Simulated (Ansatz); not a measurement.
## PbO2, space group Fm-3m: a check of PAW against all-electron LAPW

Computed with Ansatz 0.2.0 through its Python package.

The script, `paw_lapw_pbo2.py`:
```python
"""Checking the PAW result for PbO2 with LAPW."""

from dataclasses import dataclass

import ansatz as az
import numpy as np


@dataclass
class Settings:
    functional: str = "pbesol"
    occupations: str = "fermi_dirac"
    smearing_width: float = 0.1


settings = Settings()


def count_gap(report):
    # lowest empty less highest filled band, counting bands; zero where they overlap
    return max(report.get("gap_by_band_count_ev") or 0.0, 0.0)


def main() -> None:
    lattice = az.Lattice.of(
        (0.0, 2.57, 2.57),
        (2.57, 0.0, 2.57),
        (2.57, 2.57, 0.0),
    )
    sites = [
        ("Pb", (0.0, 0.0, 0.0)),
        ("O", (0.25, 0.25, 0.25)),
        ("O", (0.75, 0.75, 0.75)),
    ]
    pbo2 = az.Crystal(lattice=lattice)
    for symbol, position in sites:
        pbo2 = pbo2.atom(symbol, position)

    model = (
        pbo2.calculation()
        .functional(settings.functional)
        .occupations(settings.occupations, width=settings.smearing_width)
        .kpoints(6)
        .stress()
        .forces()
        .band_table()
    )
    variants = {
        "PAW": model.pseudopotentials("paw"),
        "LAPW": model.pseudopotentials("all_electron", lapw=True),
    }
    # totals differ by the cores that each treatment holds, so compare what does not depend on them
    rows = []
    for label, variant in variants.items():
        rep = variant.run(threads=1).report
        levels = np.array(rep["eigenvalues_ev"][0]) - rep["fermi_energy_ev"]
        print(label, "levels at the first k-point near E_F:", np.round(levels[np.abs(levels) < 5], 3))
        rows.append((label, rep["n_electrons"], np.trace(rep["stress_gpa"]) / 3, count_gap(rep)))
    print("     treatment  electrons in bands           P GPa  gap by band count eV")
    for row in rows:
        print(f"{str(row[0]):>14s}  {row[1]:18.1f}  {row[2]:14.3f}  {row[3]:20.3f}")


if __name__ == "__main__":
    main()
```

```console
$ python paw_lapw_pbo2.py
DeckWarning: basis.ecutwfc = 420 eV, auto-derived from the records' recommended cutoffs: set by Pb (normal level)
PAW levels at the first k-point near E_F: [-2.485 -2.485 -2.485 -1.823 -1.823 -1.823 -1.798]
LAPW levels at the first k-point near E_F: [-2.49  -2.49  -2.49  -1.823 -1.823 -1.823 -1.795]
     treatment  electrons in bands           P GPa  gap by band count eV
           PAW                26.0          21.603                 0.000
          LAPW                62.0          21.638                 0.000
```
(Warnings from the package without file and line.)

PAW gives 21.603 GPa and LAPW 21.638 GPa, 0.034 GPa apart. They took 0.6 and 8.9 s of processor time.

The mesh is modest for a metal, so energies can be off by several to tens of meV an atom and pressures by half a GPa or more; differences at equal mesh fare better. A gap by band count of zero or less means overlapping bands, a metal. At these settings the cell as given stands under about 22 GPa, so it isn't at this functional's equilibrium volume and may be a high-pressure phase. The starting cell is as deposited in a crystallographic database; the results hold for this polymorph, which needn't be the stable one. Gaps and levels are Kohn-Sham values on a finite set of k-points, without spin-orbit coupling. Pressure is positive in compression; the treatments may keep other shells as core, so totals and counts of electrons can differ. The whole script took 10 s on 1 thread of Arm Neoverse V2, on a shared host, peak memory 0.49 GiB.

(A comment or docstring line of the script was reworded after the run, the code is as it ran; lines on the test bed's own set-up are left out of the output.)
